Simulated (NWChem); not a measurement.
**GeS (germanium sulfide): levels of theory compared**

We compute a comparison of 4 runs (HF/STO-3G, HF/3-21G, B3LYP/6-31G*) of GeS (germanium sulfide). 

The results are computed with NWChem 7.3.0.

## 1. The structure to begin with

GeS: 2 atoms, total charge 0, spin state singlet. SMILES: `[S+]#[Ge-]`. Geometry: the measured bond length.

Bond lengths: S1–Ge2 2.012 Å.

## 2. Energy and forces at HF/STO-3G (run 1)

Contents of ges.nw:

```
start ges
title "GeS hf"
memory stack 880 mb heap 220 mb global 1100 mb
geometry noautosym nocenter noautoz
  S        0.000000       0.000000       0.000000
  Ge       0.000000       0.000000       2.012086
end
basis "ao basis" spherical bse
  S library STO-3G
  Ge library STO-3G
end
scf
  thresh 1e-08
  maxiter 80
end
task scf gradient
```

Launch:

```bash
$ nwchem ges.nw > ges.out
```

Standard output:

```text
[...]
  functions       =    27
[...]
  wavefunction    = RHF
[...]
         Total SCF energy =  -2444.907460669762
      One-electron energy =  -3700.580430867470
      Two-electron energy =   1121.017318556653
 Nuclear repulsion energy =    134.655651641056
        Time for solution =      2.1s
[...]
                         RHF ENERGY GRADIENTS
    atom               coordinates                        gradient
                 x          y          z           x          y          z
   1 S       0.000000   0.000000   0.000000   -0.000000  -0.000000  -0.091722
   2 Ge      0.000000   0.000000   3.802291    0.000000   0.000000   0.091722
[...]
```

Run time: 3.9 s. Hardware: 1 thread of AMD EPYC, shared host; peak memory 0.1 GiB.

## 3. Energy and gradient at HF/3-21G (run 2)

Contents of m1.nw:

```
start m1
memory total 2200 mb

geometry units bohr noautosym nocenter noautoz
  S    0.00000000   0.00000000   0.00000000
  Ge   0.00000000   0.00000000   3.80229148
end

basis spherical bse
  * library 3-21G
end

scf
  thresh 1e-08
  maxiter 80
end

task scf gradient
```

Launch:

```bash
$ nwchem m1.nw > m1.out
```

Standard output:

```text
[...]
  functions       =    35
[...]
  wavefunction    = RHF
[...]
         Total SCF energy =  -2460.930233304121
      One-electron energy =  -3699.972646634974
      Two-electron energy =   1104.386771412522
 Nuclear repulsion energy =    134.655641918331
        Time for solution =      2.4s
[...]
                         RHF ENERGY GRADIENTS
    atom               coordinates                        gradient
                 x          y          z           x          y          z
   1 S       0.000000   0.000000   0.000000    0.000000   0.000000   0.033014
   2 Ge      0.000000   0.000000   3.802291   -0.000000  -0.000000  -0.033014
[...]
```

It took 4.2 s on 1 thread of AMD EPYC, shared host; peak memory 0.098 GiB.

Run 3 isn't shown in full; the table further down has it.

## 4. Energy and forces at B3LYP/6-31G(d) (Cartesian functions) (run 4)

Contents of run.py:

```python
from ase import Atoms
from ase.calculators.nwchem import NWChem

molecule = Atoms(['S', 'Ge'], positions=[
    [0.000000, 0.000000, 0.000000],
    [0.000000, 0.000000, 2.012086],
])

calc = NWChem(
    label='a',
    theory='dft',
    memory='2200 mb',
    basis='6-31G*',
    dft={'xc': 'b3lyp', 'mult': '1', 'grid': 'xfine', 'convergence': 'energy 1e-08', 'iterations': '100', 'mulliken': None},
)
molecule.calc = calc

forces = molecule.get_forces()
print(f"energy = {molecule.get_potential_energy():.6f} eV")
print("forces (eV/A):")
for s, f in zip(molecule.symbols, forces):
    print(f"{s:2s} {f[0]:10.5f} {f[1]:10.5f} {f[2]:10.5f}")
print("dipole (e A):", molecule.get_dipole_moment().round(4))
```

Launch:

```bash
$ export ASE_NWCHEM_COMMAND="nwchem PREFIX.nwi > PREFIX.nwo"
$ python run.py
```

Standard output:

```text
energy = -67348.094925 eV
forces (eV/A):
S     0.00000    0.00000   -0.78054
Ge   -0.00000   -0.00000    0.78054
dipole (e A): [0.     0.     0.4228]
```

The calculator wrote a.nwi:

```
title "a"

permanent_dir a

scratch_dir a

start a

geometry units angstrom nocenter noautosym noautoz
  S  0.0000000000000000e+00 0.0000000000000000e+00 0.0000000000000000e+00
  Ge 0.0000000000000000e+00 0.0000000000000000e+00 2.0120860000000000e+00
end

memory 2200 mb

basis noprint
   * library 6-31G*
end

dft
  xc b3lyp
  mult 1
  grid xfine
  convergence energy 1e-08
  iterations 100
  mulliken
end

task dft gradient
```

a.nwo:

```text
Northwest Computational Chemistry Package (NWChem) 7.3.0
             --------------------------------------------------------

           Job information
           ---------------

    nwchem branch   = 7.3.0
    use scalapack   = T
    input           = a.nwi
    prefix          = a.
    data base       = a/a.db
    status          = startup
    nproc           =        1

           Memory information
           ------------------

    heap     =     72089598 doubles =      550.0 Mbytes
    stack    =     72089595 doubles =      550.0 Mbytes
    global   =    144179200 doubles =     1100.0 Mbytes (distinct from heap & stack)
    total    =    288358393 doubles =     2200.0 Mbytes
    verify   = yes
    hardfail = no

[... 72 lines left out ...]
  convergence criterion.
[... 39 lines left out ...]
          Spatial weights used:  Erf1
[... 83 lines left out ...]
         Total DFT energy =    -2474.996858481960
[... 3 lines left out ...]
 Nuclear repulsion energy =      134.655651641056
[... 443 lines left out ...]
          Convergence on gradient requested:  5.00D-04
[... 26 lines left out ...]
          total energy or number of iterations.
[... 18 lines left out ...]
                            NWChem DFT Gradient Module
                            --------------------------

                                         a

  charge          =   0.00
  wavefunction    = closed shell

                         DFT ENERGY GRADIENTS

    atom               coordinates                        gradient
                 x          y          z           x          y          z
   1 S       0.000000   0.000000   0.000000   -0.000000  -0.000000   0.015179
   2 Ge      0.000000   0.000000   3.802291    0.000000   0.000000  -0.015179

                 ----------------------------------------
                 |  Time  |  1-e(secs)   |  2-e(secs)   |
                 ----------------------------------------
                 |  CPU   |       0.00   |       6.84   |
                 ----------------------------------------
                 |  WALL  |       0.00   |       6.84   |
                 ----------------------------------------

 Task  times  cpu:       25.5s     wall:       25.5s
 Total times  cpu:       25.6s     wall:       25.6s
```

Wall time 27 s (1 thread of AMD EPYC, shared host); peak memory 0.12 GiB.

## 5. Overview of the runs

```
run                               level  iteration cap  module   energy (Eh)  dipole moment (D)  HOMO energy (eV)  LUMO energy (eV)  wall time
  1                           HF/STO-3G             80     scf  -2444.907461               1.26             -6.43              5.41      3.9 s
  2                            HF/3-21G             80     scf  -2460.930233               3.64            -10.24              0.35      4.2 s
  3  B3LYP/6-31G* (spherical functions)            100     dft  -2474.988414               2.02             -7.71             -2.54       26 s
  4  B3LYP/6-31G* (Cartesian functions)            100     dft  -2474.996858               2.03             -7.70             -2.54       27 s
```

## 6. Summary of results

```
                       quantity           value
            run 4: total energy  -2474.99686 Eh
           run 4: dipole moment          2.03 D
             run 4: HOMO energy        -7.70 eV
             run 4: LUMO energy        -2.54 eV
           run 4: HOMO–LUMO gap         5.17 eV
run 4: largest force on an atom      0.781 eV/Å
```

**Reading.** The dipole moment (its size) runs from 1.26 D (HF/STO-3G) to 3.64 D (HF/3-21G). The HOMO–LUMO gap runs from 5.16 eV (B3LYP/6-31G*) to 11.84 eV (HF/STO-3G). The two ends differ in method and basis. In run 1 the basis is minimal, so the values are rough. All runs together took 62 s, the longest 27 s.
